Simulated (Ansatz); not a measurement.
# Nb (bcc type): the cost of one run

Method: DFT LDA, with the methods named in each step, in Ansatz 0.2.0.

**1. The starting structure**

It takes space group Im-3m (No. 229, cubic). Conventional cell: a = 3.248 Å, b = 3.248 Å, c = 3.248 Å, α = 90.00°, β = 90.00°, γ = 90.00°. Nb (site symmetry m-3m) is surrounded by 8 Nb at 2.81 Å.

As a file:

```cif
data_structure
_symmetry_space_group_name_H-M 'Im-3m'
_symmetry_Int_Tables_number 229
_cell_length_a 3.2484
_cell_length_b 3.2484
_cell_length_c 3.2484
_cell_angle_alpha 90.000
_cell_angle_beta 90.000
_cell_angle_gamma 90.000
_cell_volume 34.28
loop_
_atom_site_label
_atom_site_type_symbol
_atom_site_symmetry_multiplicity
_atom_site_Wyckoff_symbol
_atom_site_fract_x
_atom_site_fract_y
_atom_site_fract_z
_atom_site_occupancy
Nb1 Nb 2 a 0.00000 0.00000 0.00000 1
```

The file gives the conventional cell by its symmetry; the runs use the cell typed in the input.

Atoms are numbered in the order of the input: Nb1, Nb2.

**2. Bulk in the slab's orientation, LAPW**

input.yaml

```yaml
crystal:
  lattice:
    - [-1.6242157465, 1.6242157465, 1.6242157465]
    - [1.6242157465, -1.6242157465, 1.6242157465]
    - [3.248431493, 3.248431493, 0.0]
  atoms:
    - { symbol: Nb, position: [0.0, 0.0, 0.0] }
    - { symbol: Nb, position: [0.5, 0.5, 0.5] }
kpoints:
  mp_grid: { grid: [15, 15, 9] }
scf:
  occupations: { method: fermi_dirac, width: 0.08 }
hamiltonian:
  xc: lda
  pseudopotentials: { kind: all_electron, lapw: { basis_error: 0.001 } }
output:
  forces: true
  stress: true
  eigenvalues: true
```

Launch:

```console
> ansatz run input.yaml --threads 2 --pin off --max-ram 4096MiB --backend cpu --events-out ev --progress --plain --runs-dir out
```

**Question.** How long does this run take on 2 threads of Intel Xeon 6975P-C (Granite Rapids), shared host, and how much memory does it need?

About 20 s, with a peak of 0.87 GiB.
